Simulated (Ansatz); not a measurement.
What does this script print? It uses the Ansatz DFT code, driven from Python.

The script, `ti3s2_convert.py`:
```python
from pathlib import Path

import ansatz as az

structure = (
    az.Lattice.from_parameters(4.505199, 4.505199, 4.505199, alpha=74.05789, beta=74.05789, gamma=74.05789)
    .atom("Ti", (0.335655, 0.664345, 0.0))
    .atom("Ti", (0.664345, 0.0, 0.335655))
    .atom("Ti", (0.0, 0.335655, 0.664345))
    .atom("S", (0.832161, 0.832161, 0.832161))
    .atom("S", (0.167839, 0.167839, 0.167839))
)

calculation = (
    structure.calculation()
    .functional("pbe")
    .kpoints(5)
    .occupations(az.OccupationsMethod.FERMI_DIRAC, width=0.1)
    .scf(tolerance=1e-07)
    .phonons("fd", supercell=2, temperatures=(0, 800, 100))
)
Path("written.yaml").write_text(calculation.to_yaml())
back = az.Calculation.from_yaml("written.yaml")
print(back.to_python())
print("same input:", back.to_yaml() == calculation.to_yaml())
```

```console
$ python ti3s2_convert.py
(
    az.Lattice.from_parameters(4.505199, 4.505199, 4.505199, alpha=74.05789, beta=74.05789, gamma=74.05789)
    .atom("Ti", (0.335655, 0.664345, 0.0))
    .atom("Ti", (0.664345, 0.0, 0.335655))
    .atom("Ti", (0.0, 0.335655, 0.664345))
    .atom("S", (0.832161, 0.832161, 0.832161))
    .atom("S", (0.167839, 0.167839, 0.167839))
    .calculation()
    .kpoints(5, 5, 5)
    .functional("pbe")
    .scf(tolerance=1e-07)
    .occupations(method="fermi_dirac", width=0.1)
    .phonons(method="fd", supercell=(2, 2, 2), temperatures=(0.0, 800.0, 100.0))
)

same input: True
```

File `written.yaml` afterwards:
```yaml
crystal:
  lattice:
    a: 4.505199
    b: 4.505199
    c: 4.505199
    alpha: 74.05789
    beta: 74.05789
    gamma: 74.05789
  atoms:
    - { symbol: Ti, position: [0.335655, 0.664345, 0.0] }
    - { symbol: Ti, position: [0.664345, 0.0, 0.335655] }
    - { symbol: Ti, position: [0.0, 0.335655, 0.664345] }
    - { symbol: S, position: [0.832161, 0.832161, 0.832161] }
    - { symbol: S, position: [0.167839, 0.167839, 0.167839] }
kpoints:
  mp_grid:
    grid: [5, 5, 5]
hamiltonian:
  xc: pbe
scf:
  convergence:
    dr2_threshold: 1.0e-07
  occupations:
    method: fermi_dirac
    width: 0.1
phonons:
  method: fd
  supercell: [2, 2, 2]
  temperatures:
    t_min: 0.0
    t_max: 800.0
    t_step: 100.0
```

The input is only written out: it wasn't run, and its settings aren't tested. The structure comes from a database and needn't be a stable phase.
